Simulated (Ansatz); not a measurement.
**C2H4AlNS: rotation by 180° about the N1–Al2 bond**

How high is the barrier for the rotation by 180° about the N1–Al2 bond? Relax the two ends, then run a nudged elastic band between them. SMILES of the start: [NH2][Al]1[CH]=[C]1S.

All numbers below are computed with Ansatz 0.2.0 (RHF/def2-SVP).

## 1. The system as given

Bond lengths: N1–Al2 1.896 Å, Al2–C3 1.806 Å, Al2–C4 1.786 Å, C3–C4 1.421 Å, C4–S5 1.800 Å, N1–H6 1.094 Å, N1–H7 1.065 Å, C3–H8 1.081 Å, S5–H9 1.382 Å. Angles: N1–Al2–C3 155.2°, N1–Al2–C4 158.1°, C3–Al2–C4 46.6°, Al2–N1–H6 106.3°, Al2–N1–H7 106.0°, H6–N1–H7 101.0°, Al2–C3–C4 66.0°, Al2–C3–H8 144.1°, C4–C3–H8 148.9°, Al2–C4–C3 67.4°, Al2–C4–S5 145.8°, C3–C4–S5 145.6°, C4–S5–H9 96.7°.

As a file:

```xyz
9

N     0.9657    0.4941   -2.1992
Al    0.5010   -0.1522   -0.4782
C     0.2390   -1.4189    0.7820
C    -0.1020   -0.1052    1.2025
S    -0.9200    0.8854    2.4632
H     1.1227    1.5714   -2.0896
H     0.0673    0.4772   -2.7710
H     0.4282   -2.4523    1.0372
H    -2.2134    0.6544    2.0360
```

## 2. Relaxing end A

input.yaml

```yaml
crystal:
  periodic: [false, false, false]
  atoms:
    - { symbol: "N", position_ang: [0.9657, 0.4941, -2.1992] }
    - { symbol: Al, position_ang: [0.501, -0.1522, -0.4782] }
    - { symbol: C, position_ang: [0.239, -1.4189, 0.782] }
    - { symbol: C, position_ang: [-0.102, -0.1052, 1.2025] }
    - { symbol: S, position_ang: [-0.92, 0.8854, 2.4632] }
    - { symbol: H, position_ang: [1.1227, 1.5714, -2.0896] }
    - { symbol: H, position_ang: [0.0673, 0.4772, -2.771] }
    - { symbol: H, position_ang: [0.4282, -2.4523, 1.0372] }
    - { symbol: H, position_ang: [-2.2134, 0.6544, 2.036] }
basis:
  gaussian: { orbitals: def2-SVP }
hamiltonian:
  xc: hf
relax:
  f_tol: 0.015
  max_steps: 40
```

Run with:

```bash
$ ansatz run input.yaml --threads 1 --pin off --max-ram 2048MiB --backend cpu --events-out ev --progress --plain --runs-dir out
```

The log of the run, shortened:

```text
Warning: RAYON_NUM_THREADS=1 ignored (pool sized by the plan → 1); use --threads N
[...]
Functional definition: HF
[...]
1053 factors; integrals over basis functions are off by at most 3.3e-4 eV
[...]
mean field -20995.07999398 eV, -771.5549588023 hartree, gradient 2.3e-5 eV, S^2 0.000000; 0 other end points of the search recorded, 0 dependent functions left out
[...]
reference -20995.07999398 eV, -771.5549588023 hartree; 26, 26 occupied and 72, 72 virtual orbitals, 1053 factors
relax step   1: F+E_penalty+E_count = -20995.07999398 eV  Δ(F+E_penalty+E_count) = +0.000e0 eV  max|allowed force component| = 4.099e0 eV/Å  Δτ_max = 0.0000 Å  (41 SCF iters, accepted)
[...]
relax step   4: F+E_penalty+E_count = -20996.58764206 eV  Δ(F+E_penalty+E_count) = -1.644e-1 eV  max|allowed force component| = 9.180e-1 eV/Å  Δτ_max = 0.1999 Å  (37 SCF iters, accepted)
[...]
relax step   7: F+E_penalty+E_count = -20996.91336363 eV  Δ(F+E_penalty+E_count) = -1.136e-1 eV  max|allowed force component| = 4.550e-1 eV/Å  Δτ_max = 0.2000 Å  (35 SCF iters, accepted)
[...]
relax step  10: F+E_penalty+E_count = -20996.99339249 eV  Δ(F+E_penalty+E_count) = -1.187e-3 eV  max|allowed force component| = 4.224e-1 eV/Å  Δτ_max = 0.0804 Å  (34 SCF iters, accepted)
[...]
relax step  11: F+E_penalty+E_count = -20996.99628169 eV  Δ(F+E_penalty+E_count) = -2.889e-3 eV  max|allowed force component| = 1.372e-1 eV/Å  Δτ_max = 0.0501 Å  (35 SCF iters, accepted)
[...]
relax step  12: F+E_penalty+E_count = -20996.99707792 eV  Δ(F+E_penalty+E_count) = -7.962e-4 eV  max|allowed force component| = 3.383e-3 eV/Å  Δτ_max = 0.0058 Å  (29 SCF iters, accepted)
1053 factors; integrals over basis functions are off by at most 4.0e-4 eV
[...]
mean field -20996.99707792 eV, -771.6254103378 hartree, gradient 2.7e-5 eV, S^2 0.000000; 1 other end points of the search recorded, 0 dependent functions left out
[...]
reference -20996.99707792 eV, -771.6254103378 hartree; 26, 26 occupied and 72, 72 virtual orbitals, 1053 factors
Total energy: -20996.99707792 eV, -771.6254103378 hartree
Atom 0 at     0.707705     0.685354    -2.149534 Å, force    -0.001505     0.000733     0.003383 eV/Å
Atom 1 at     0.328080    -0.093102    -0.623106 Å, force     0.000185    -0.000721    -0.000905 eV/Å
Atom 2 at     0.245212    -1.370854     0.699548 Å, force     0.000869    -0.002311     0.001246 eV/Å
Atom 3 at    -0.396902    -0.228811     1.088135 Å, force     0.003011     0.001539    -0.003135 eV/Å
Atom 4 at    -1.208003     0.058893     2.612428 Å, force    -0.000834    -0.001464     0.002865 eV/Å
Atom 5 at     0.444694     1.618909    -2.400557 Å, force     0.001107    -0.001356    -0.002894 eV/Å
Atom 6 at     1.220356     0.261736    -2.898938 Å, force    -0.000131     0.002041    -0.000958 eV/Å
Atom 7 at     0.357872    -2.286969     1.272022 Å, force    -0.000997    -0.000739     0.000066 eV/Å
Atom 8 at    -1.610515     1.308744     2.382903 Å, force    -0.001705     0.002277     0.000331 eV/Å
Dipole moment:     0.169380     0.371344    -0.701756 e Å
```

Run time: 29 s. Hardware: 1 thread of Arm Neoverse V1, shared host; peak memory 0.18 GiB.

Relaxation path:

```tsv
step	energy from step 1 (eV)	largest force component (eV/Å)
1	0.0000	4.0993
2	-0.9607	1.9236
3	-1.3432	1.0505
4	-1.5076	0.9180
5	-1.6381	0.5801
6	-1.7198	0.9079
7	-1.8334	0.4550
8	-1.8377	0.6960
9	-1.9122	0.1437
10	-1.9134	0.4224
11	-1.9163	0.1372
12	-1.9171	0.0034
```

Step 1 is the start.

After: Bond lengths: N1–Al2 1.755 Å, Al2–C3 1.841 Å, Al2–C4 1.863 Å, C3–C4 1.367 Å, C4–S5 1.750 Å, N1–H6 1.002 Å, N1–H7 1.002 Å, C3–H8 1.086 Å, S5–H9 1.333 Å. Angles: N1–Al2–C3 160.5°, N1–Al2–C4 156.2°, C3–Al2–C4 43.3°, Al2–N1–H6 125.1°, Al2–N1–H7 125.0°, H6–N1–H7 109.9°, Al2–C3–C4 69.2°, Al2–C3–H8 163.6°, C4–C3–H8 127.1°, Al2–C4–C3 67.5°, Al2–C4–S5 165.5°, C3–C4–S5 127.1°, C4–S5–H9 98.3°.

## 3. Relaxing end B

The second end starts from a geometry with the move made by hand.

input.yaml

```yaml
crystal:
  periodic: [false, false, false]
  atoms:
    - { symbol: "N", position_ang: [0.9657, 0.4941, -2.1992] }
    - { symbol: Al, position_ang: [0.501, -0.1522, -0.4782] }
    - { symbol: C, position_ang: [-0.0407, -0.00328, 1.23809] }
    - { symbol: C, position_ang: [0.29174, -1.32888, 0.84928] }
    - { symbol: S, position_ang: [0.61614, -3.00598, 1.41662] }
    - { symbol: H, position_ang: [1.1227, 1.5714, -2.0896] }
    - { symbol: H, position_ang: [0.0673, 0.4772, -2.771] }
    - { symbol: H, position_ang: [-0.49335, 0.66372, 1.95855] }
    - { symbol: H, position_ang: [1.90563, -2.78042, 1.8583] }
basis:
  gaussian: { orbitals: def2-SVP }
hamiltonian:
  xc: hf
relax:
  f_tol: 0.015
  max_steps: 40
output:
  orbitals: {}
```

Run with:

```bash
$ ansatz run input.yaml --threads 1 --pin off --max-ram 2048MiB --backend cpu --events-out ev --progress --plain --runs-dir out
```

The log of the run, shortened:

```text
Warning: RAYON_NUM_THREADS=1 ignored (pool sized by the plan → 1); use --threads N
[...]
[... 1 set-up line as earlier in the session ...]
[...]
1053 factors; integrals over basis functions are off by at most 3.3e-4 eV
[...]
mean field -20995.07017959 eV, -771.5545981301 hartree, gradient 2.2e-5 eV, S^2 0.000000; 0 other end points of the search recorded, 0 dependent functions left out
[...]
reference -20995.07017959 eV, -771.5545981301 hartree; 26, 26 occupied and 72, 72 virtual orbitals, 1053 factors
relax step   1: F+E_penalty+E_count = -20995.07017959 eV  Δ(F+E_penalty+E_count) = +0.000e0 eV  max|allowed force component| = 4.146e0 eV/Å  Δτ_max = 0.0000 Å  (41 SCF iters, accepted)
[...]
relax step   4: F+E_penalty+E_count = -20996.60795243 eV  Δ(F+E_penalty+E_count) = -1.814e-1 eV  max|allowed force component| = 4.457e-1 eV/Å  Δτ_max = 0.2000 Å  (36 SCF iters, accepted)
[...]
Total energy: -20996.99707964 eV, -771.6254104010 hartree
Atom 0 at     0.716508     0.665646    -2.097855 Å, force     0.000098    -0.001533     0.005128 eV/Å
Atom 1 at     0.452718     0.092393    -0.460107 Å, force    -0.000706     0.001581    -0.001554 eV/Å
Atom 2 at    -0.079116     0.058833     1.302122 Å, force     0.004585    -0.009563    -0.001185 eV/Å
Atom 3 at     0.527013    -1.116302     0.956091 Å, force    -0.002842     0.005112     0.001653 eV/Å
Atom 4 at     0.798206    -2.506180     1.985391 Å, force    -0.000573     0.000922    -0.000429 eV/Å
Atom 5 at     0.442476     1.565429    -2.442948 Å, force    -0.000909     0.001884    -0.001213 eV/Å
Atom 6 at     1.163986     0.142928    -2.825962 Å, force     0.000691    -0.000963    -0.001544 eV/Å
Atom 7 at    -0.491585     0.322623     2.271650 Å, force    -0.000670     0.002555    -0.000675 eV/Å
Atom 8 at     1.405953    -3.289711     1.094457 Å, force     0.000325     0.000005    -0.000179 eV/Å
Dipole moment:     0.128208     0.253633    -0.760441 e Å
```

Run time: 31 s. Hardware: 1 thread of Arm Neoverse V1, shared host; peak memory 0.18 GiB.

The steps of the relaxation:

```tsv
step	energy from step 1 (eV)	largest force component (eV/Å)
1	0.0000	4.1460
2	-0.9474	1.9081
3	-1.3564	0.8298
4	-1.5378	0.4457
5	-1.6576	0.3912
6	-1.7553	0.4363
7	-1.8095	0.6035
8	-1.8412	1.0414
9	-1.9060	0.2912
10	-1.9255	0.0649
11	-1.9256	0.1079
12	-1.9266	0.0976
13	-1.9269	0.0096
```

Step 1 is the start.

After: Bond lengths: N1–Al2 1.755 Å, Al2–C3 1.841 Å, Al2–C4 1.863 Å, C3–C4 1.367 Å, C4–S5 1.751 Å, N1–H6 1.002 Å, N1–H7 1.002 Å, C3–H8 1.086 Å, S5–H9 1.333 Å. Angles: N1–Al2–C3 160.5°, N1–Al2–C4 156.2°, C3–Al2–C4 43.3°, Al2–N1–H6 125.0°, Al2–N1–H7 125.1°, H6–N1–H7 109.9°, Al2–C3–C4 69.2°, Al2–C3–H8 163.7°, C4–C3–H8 127.1°, Al2–C4–C3 67.5°, Al2–C4–S5 165.5°, C3–C4–S5 127.0°, C4–S5–H9 98.3°.

## 4. The band

crystal.atoms is end A as relaxed above, and neb.final_atoms is end B, turned to lie on A. With 7 inner images the band has 9 in all.

input.yaml

```yaml
crystal:
  periodic: [false, false, false]
  atoms:
    - { symbol: "N", position_ang: [0.707705, 0.685354, -2.149534] }
    - { symbol: Al, position_ang: [0.32808, -0.093102, -0.623106] }
    - { symbol: C, position_ang: [0.245212, -1.370854, 0.699548] }
    - { symbol: C, position_ang: [-0.396902, -0.228811, 1.088135] }
    - { symbol: S, position_ang: [-1.208003, 0.058893, 2.612428] }
    - { symbol: H, position_ang: [0.444694, 1.618909, -2.400557] }
    - { symbol: H, position_ang: [1.220356, 0.261736, -2.898938] }
    - { symbol: H, position_ang: [0.357872, -2.286969, 1.272022] }
    - { symbol: H, position_ang: [-1.610515, 1.308744, 2.382903] }
basis:
  gaussian: { orbitals: def2-SVP }
hamiltonian:
  xc: hf
neb:
  order_check: false
  images: 7
  f_tol: 0.05
  max_iterations: 60
  initial_path: idpp
  final_atoms:
    - { symbol: "N", position_ang: [0.70808028, 0.68563907, -2.14948058] }
    - { symbol: Al, position_ang: [0.32867598, -0.09304712, -0.62300657] }
    - { symbol: C, position_ang: [0.24569295, -1.37094992, 0.6996812] }
    - { symbol: C, position_ang: [-0.39630454, -0.228588, 1.08816614] }
    - { symbol: S, position_ang: [-1.20817945, 0.05867893, 2.61233864] }
    - { symbol: H, position_ang: [1.22094278, 0.26222156, -2.89880149] }
    - { symbol: H, position_ang: [0.44351967, 1.61839862, -2.40162689] }
    - { symbol: H, position_ang: [0.35730683, -2.28693819, 1.2725758] }
    - { symbol: H, position_ang: [-1.6112355, 1.30848506, 2.38305475] }
```

Run with:

```bash
$ ansatz run input.yaml --threads 1 --pin off --max-ram 2048MiB --backend cpu --events-out ev --progress --plain --runs-dir out
```

The log of the run, shortened:

```text
Warning: RAYON_NUM_THREADS=1 ignored (pool sized by the plan → 1); use --threads N
[...]
[... 1 set-up line as earlier in the session ...]
[...]
1052 factors; integrals over basis functions are off by at most 2.7e-4 eV
[...]
mean field -20996.99709652 eV, -771.6254110213 hartree, gradient 2.9e-5 eV, S^2 0.000000; 0 other end points of the search recorded, 0 dependent functions left out
[...]
reference -20996.99709652 eV, -771.6254110213 hartree; 26, 26 occupied and 72, 72 virtual orbitals, 1052 factors
1052 factors; integrals over basis functions are off by at most 3.8e-4 eV
[...]
mean field -20996.99709848 eV, -771.6254110934 hartree, gradient 2.9e-5 eV, S^2 0.000000; 0 other end points of the search recorded, 0 dependent functions left out
[...]
reference -20996.99709848 eV, -771.6254110934 hartree; 26, 26 occupied and 72, 72 virtual orbitals, 1052 factors
[...]
Total energy: -20996.83184715 eV, -771.6193382188 hartree
Atom 0 at     0.895196     0.713649    -2.078475 Å, force     0.010256     0.012337     0.003317 eV/Å
Atom 1 at     0.458199    -0.033599    -0.542205 Å, force     0.009090     0.007737     0.009459 eV/Å
Atom 2 at     0.523771    -1.138550     0.925762 Å, force    -0.002944    -0.027450    -0.024271 eV/Å
Atom 3 at    -0.536025    -0.270268     1.016460 Å, force     0.009249     0.007378     0.014327 eV/Å
Atom 4 at    -1.695024    -0.173213     2.323811 Å, force    -0.008899     0.005838    -0.013832 eV/Å
Atom 5 at     1.508595     1.500655    -2.173802 Å, force    -0.007032    -0.005648    -0.011336 eV/Å
Atom 6 at     0.569351     0.430102    -2.982425 Å, force    -0.003803    -0.006640     0.004183 eV/Å
Atom 7 at     0.800073    -1.901490     1.648874 Å, force     0.002881     0.008069     0.007255 eV/Å
Atom 8 at    -2.435637     0.826615     1.844902 Å, force    -0.008798    -0.001622     0.010898 eV/Å
Dipole moment:     0.175265     0.344856    -0.701689 e Å
this run last wrote the band of iteration 6 to <dir>
```

Run time: 87 s. Hardware: 1 thread of Arm Neoverse V1, shared host; peak memory 0.19 GiB.

## 5. What the band shows

Images 0 and 8 are the ends. Energies count from image 0; the path length is the program's own measure over all atoms.

```tsv
image	path (Å)	energy (eV)	dihedral H7–N1–Al2–C3 (°)	band force (eV/Å)
0	0.000	0.0000	0	-
1	0.428	0.0222	20	0.010
2	0.856	0.0787	43	0.023
3	1.285	0.1387	67	0.024
4*	1.713	0.1652	92	0.027
5	2.146	0.1402	118	0.025
6	2.579	0.0799	140	0.031
7	3.013	0.0226	161	0.025
8	3.446	0.0000	-180	-
```

The star marks the climbing image.

image, energy (eV) and a bar:
```
        0      0.000 
        1      0.022 ####
        2      0.079 ##############
        3      0.139 #########################
        4      0.165 ##############################
        5      0.140 #########################
        6      0.080 ###############
        7      0.023 ####
        8      0.000
```

How the highest energy settled:

```tsv
iteration	highest image above image 0 (eV)	largest band force (eV/Å)
1	0.2141	0.569
2	0.1940	0.419
3	0.1707	0.193
4	0.1686	0.221
5	0.1661	0.062
6	0.1652	0.031
```

Positions of all images (Å):

```xyz
9
image=0 dE=0.0000
N     0.708    0.685   -2.150
Al    0.328   -0.093   -0.623
C     0.245   -1.371    0.700
C    -0.397   -0.229    1.088
S    -1.208    0.059    2.612
H     0.445    1.619   -2.401
H     1.220    0.262   -2.899
H     0.358   -2.287    1.272
H    -1.611    1.309    2.383
9
image=1 dE=0.0222
N     0.769    0.685   -2.131
Al    0.378   -0.076   -0.597
C     0.320   -1.324    0.755
C    -0.423   -0.223    1.080
S    -1.332    0.035    2.554
H     0.720    1.668   -2.318
H     1.074    0.199   -2.951
H     0.465   -2.217    1.356
H    -1.883    1.206    2.235
9
image=2 dE=0.0787
N     0.816    0.689   -2.115
Al    0.411   -0.062   -0.577
C     0.396   -1.268    0.812
C    -0.456   -0.226    1.066
S    -1.456   -0.012    2.487
H     0.996    1.665   -2.255
H     0.897    0.203   -2.987
H     0.585   -2.126    1.452
H    -2.101    1.089    2.100
9
image=3 dE=0.1387
N     0.859    0.700   -2.097
Al    0.438   -0.046   -0.557
C     0.464   -1.207    0.869
C    -0.496   -0.243    1.044
S    -1.580   -0.082    2.408
H     1.266    1.609   -2.209
H     0.720    0.281   -2.996
H     0.699   -2.021    1.550
H    -2.283    0.963    1.971
9
image=4 dE=0.1652
N     0.895    0.714   -2.078
Al    0.458   -0.034   -0.542
C     0.524   -1.139    0.926
C    -0.536   -0.270    1.016
S    -1.695   -0.173    2.324
H     1.509    1.501   -2.174
H     0.569    0.430   -2.982
H     0.800   -1.901    1.649
H    -2.436    0.827    1.845
9
image=5 dE=0.1402
N     0.931    0.739   -2.053
Al    0.476   -0.016   -0.527
C     0.573   -1.064    0.982
C    -0.570   -0.305    0.988
S    -1.802   -0.284    2.232
H     1.714    1.354   -2.171
H     0.455    0.630   -2.927
H     0.886   -1.771    1.745
H    -2.574    0.671    1.713
9
image=6 dE=0.0799
N     0.969    0.775   -2.019
Al    0.500    0.017   -0.502
C     0.610   -0.984    1.038
C    -0.597   -0.341    0.961
S    -1.895   -0.409    2.133
H     1.866    1.186   -2.193
H     0.393    0.867   -2.833
H     0.950   -1.638    1.836
H    -2.706    0.481    1.561
9
image=7 dE=0.0226
N     1.010    0.820   -1.978
Al    0.529    0.062   -0.468
C     0.635   -0.902    1.096
C    -0.615   -0.372    0.937
S    -1.973   -0.536    2.030
H     1.957    1.020   -2.240
H     0.387    1.119   -2.703
H     0.987   -1.511    1.924
H    -2.829    0.255    1.384
9
image=8 dE=0.0000
N     0.708    0.686   -2.149
Al    0.329   -0.093   -0.623
C     0.246   -1.371    0.700
C    -0.396   -0.229    1.088
S    -1.209    0.058    2.612
H     1.221    0.263   -2.899
H     0.443    1.618   -2.402
H     0.358   -2.287    1.273
H    -1.612    1.308    2.383
```

## 6. Frequencies at the highest image

The geometry is the highest inner image of the first converged band.

input.yaml

```yaml
crystal:
  periodic: [false, false, false]
  atoms:
    - { symbol: "N", position_ang: [0.895196, 0.713649, -2.078475] }
    - { symbol: Al, position_ang: [0.458199, -0.033599, -0.542205] }
    - { symbol: C, position_ang: [0.523771, -1.13855, 0.925762] }
    - { symbol: C, position_ang: [-0.536025, -0.270268, 1.01646] }
    - { symbol: S, position_ang: [-1.695024, -0.173213, 2.323811] }
    - { symbol: H, position_ang: [1.508595, 1.500655, -2.173802] }
    - { symbol: H, position_ang: [0.569351, 0.430102, -2.982425] }
    - { symbol: H, position_ang: [0.800073, -1.90149, 1.648874] }
    - { symbol: H, position_ang: [-2.435637, 0.826615, 1.844902] }
basis:
  gaussian: { orbitals: def2-SVP }
hamiltonian:
  xc: hf
phonons: {}
```

Run with:

```bash
$ ansatz run input.yaml --threads 1 --pin off --max-ram 2048MiB --backend cpu --events-out ev --progress --plain --runs-dir out
```

The log of the run, shortened:

```text
Warning: RAYON_NUM_THREADS=1 ignored (pool sized by the plan → 1); use --threads N
[...]
[... 1 set-up line as earlier in the session ...]
[...]
1052 factors; integrals over basis functions are off by at most 3.2e-4 eV
[...]
mean field -20996.83184833 eV, -771.6193382624 hartree, gradient 1.0e-5 eV, S^2 0.000000; 0 other end points of the search recorded, 0 dependent functions left out
[...]
reference -20996.83184833 eV, -771.6193382624 hartree; 26, 26 occupied and 72, 72 virtual orbitals, 1052 factors
[...]
1052 factors; integrals over basis functions are off by at most 3.2e-4 eV
[...]
mean field -20996.83178529 eV, -771.6193359456 hartree, gradient 2.2e-6 eV, S^2 0.000000; 0 other end points of the search recorded, 0 dependent functions left out
[...]
reference -20996.83178529 eV, -771.6193359456 hartree; 26, 26 occupied and 72, 72 virtual orbitals, 1052 factors
[...]
1052 factors; integrals over basis functions are off by at most 3.2e-4 eV
[...]
WARN: phonons: modes at or below zero, which the zero-point energy, F, S and C_V leave out: 1, the lowest at -265.18 cm⁻¹. A minimum has none, and a first-order saddle one
[...]
Total energy: -20996.83184833 eV, -771.6193382624 hartree
Atom 0 at     0.895196     0.713649    -2.078475 Å, force     0.010234     0.012313     0.003294 eV/Å
Atom 1 at     0.458199    -0.033599    -0.542205 Å, force     0.009093     0.007747     0.009447 eV/Å
Atom 2 at     0.523771    -1.138550     0.925762 Å, force    -0.002981    -0.027418    -0.024267 eV/Å
Atom 3 at    -0.536025    -0.270268     1.016460 Å, force     0.009285     0.007346     0.014324 eV/Å
Atom 4 at    -1.695024    -0.173213     2.323811 Å, force    -0.008885     0.005825    -0.013831 eV/Å
Atom 5 at     1.508595     1.500655    -2.173802 Å, force    -0.007027    -0.005640    -0.011334 eV/Å
Atom 6 at     0.569351     0.430102    -2.982425 Å, force    -0.003790    -0.006631     0.004218 eV/Å
Atom 7 at     0.800073    -1.901490     1.648874 Å, force     0.002882     0.008065     0.007256 eV/Å
Atom 8 at    -2.435637     0.826615     1.844902 Å, force    -0.008810    -0.001607     0.010893 eV/Å
Dipole moment:     0.175264     0.344855    -0.701688 e Å
Vibrations: -265.18 159.18 172.78 276.99 305.07 345.21 382.54 440.72 687.80 690.93 909.39 957.85 1002.43 1064.59 1233.86 1544.82 1658.95 2872.32 3301.30 3793.05 3877.80 cm⁻¹, zero-point energy 1.591808 eV
```

Wall time 79 s (1 thread of Arm Neoverse V1, shared host); peak memory 0.18 GiB.

Of 21 modes, 1 is imaginary by more than 30 cm⁻¹ (265i cm⁻¹).

## 7. Results

| quantity | value |
| --- | --- |
| end A | 11 moves, 1.917 eV lower |
| end B | 12 moves, 1.927 eV lower |
| barrier forwards | 0.17 eV |
| barrier backwards | 0.17 eV |
| second end relative to first | 0.000 eV |
| highest image | 4 of 0 to 8, climbing |
| band iterations | 6 |
| imaginary modes at the top | 265i cm⁻¹ |

Along this path the system climbs 0.17 eV from the first end (6 kT at 300 K), which at an assumed attempt frequency of 10^13 s⁻¹ means a rate near 10^10 s⁻¹. The two ends lie within 1 meV of each other. The listed dihedral goes from 0° at end A through 92° at the highest image to -180° at end B. One imaginary mode, as a first-order saddle point has. These are electronic energies, with no zero-point or thermal terms.
